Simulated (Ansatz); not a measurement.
**C₃F₆O: basis-set convergence**

An exercise on one series of results from a longer session: the logs are not shown, and one member is left open.

The runs use Ansatz 0.2.0, Gaussian basis; one geometry, several basis sets.

The runs, in order: PBE0-D4/def2-SVP; ωB97M-V/def2-SVP; PBE0-D4/def2-QZVPP; ωB97M-V/def2-QZVPP; the functionals' def2-TZVPP values are taken from earlier runs.

### Structure used throughout

An earlier PBE0-D4 in a triple-zeta def2 set relaxation fixed the geometry.

SMILES `FC(F)(F)C1(F)OC1(F)F`, 10 atoms, charge 0, spin multiplicity 1.

Atoms are counted from 1 here; the program's logs count them from 0.

Bond lengths: F1–C2 1.329 Å, C2–F3 1.323 Å, C2–F4 1.329 Å, C2–C5 1.525 Å, C5–F6 1.331 Å, C5–O7 1.411 Å, C5–C8 1.452 Å, O7–C8 1.372 Å, C8–F9 1.318 Å, C8–F10 1.319 Å. Angles: F1–C2–F3 109.0°, F1–C2–F4 108.6°, F1–C2–C5 109.6°, F3–C2–F4 108.8°, F3–C2–C5 111.1°, F4–C2–C5 109.8°, C2–C5–F6 110.5°, C2–C5–O7 116.7°, C2–C5–C8 126.2°, F6–C5–O7 115.5°, F6–C5–C8 119.5°, O7–C5–C8 57.2°, C5–O7–C8 62.9°, C5–C8–O7 59.9°, C5–C8–F9 124.6°, C5–C8–F10 120.4°, O7–C8–F9 117.0°, O7–C8–F10 116.5° and more.

Set-up of the first run:

in.yaml reads:

```yaml
crystal:
  periodic: [false, false, false]
  atoms:
    - {symbol: F, position_ang: [-1.701083, -0.946194, 0.935182]}
    - {symbol: C, position_ang: [-1.145307, -0.550290, -0.205706]}
    - {symbol: F, position_ang: [-0.637405, -1.603988, -0.824777]}
    - {symbol: F, position_ang: [-2.088495, -0.016372, -0.974025]}
    - {symbol: C, position_ang: [-0.067522, 0.488366, 0.084941]}
    - {symbol: F, position_ang: [-0.595960, 1.556577, 0.676785]}
    - {symbol: O, position_ang: [0.847061, 0.760737, -0.954607]}
    - {symbol: C, position_ang: [1.357370, 0.234859, 0.205457]}
    - {symbol: F, position_ang: [1.913906, -0.956977, 0.127080]}
    - {symbol: F, position_ang: [2.117426, 1.033283, 0.929670]}
basis:
  gaussian: {orbitals: def2-SVP}
hamiltonian: {xc: pbe0, dispersion: d4}
output: {orbitals: {seedname: orbitals}}
```

Among the steps run: PBE0-D4 in def2-SVP; ωB97M-V in def2-SVP; PBE0-D4 in def2-QZVPP; ωB97M-V in def2-QZVPP.

One table of the session follows, with a row left open; its other results are not shown here.

It belongs to the step «Functionals by basis». 

```
functional       basis  HOMO (eV)  LUMO (eV)
   PBE0-D4    def2-SVP      -9.99       1.33
   PBE0-D4  def2-TZVPP     -10.08       0.98
   PBE0-D4  def2-QZVPP          ?          ?
   ωB97M-V    def2-SVP     -12.32       3.71
   ωB97M-V  def2-TZVPP     -12.45       3.18
   ωB97M-V  def2-QZVPP     -12.49       2.76
```

**Question.** Estimate the row for PBE0-D4, def2-QZVPP.

As computed: HOMO (eV): -10.13; LUMO (eV): 0.84. In the column «HOMO (eV)» it lies between ωB97M-V, def2-SVP (-12.32) and PBE0-D4, def2-TZVPP (-10.08).
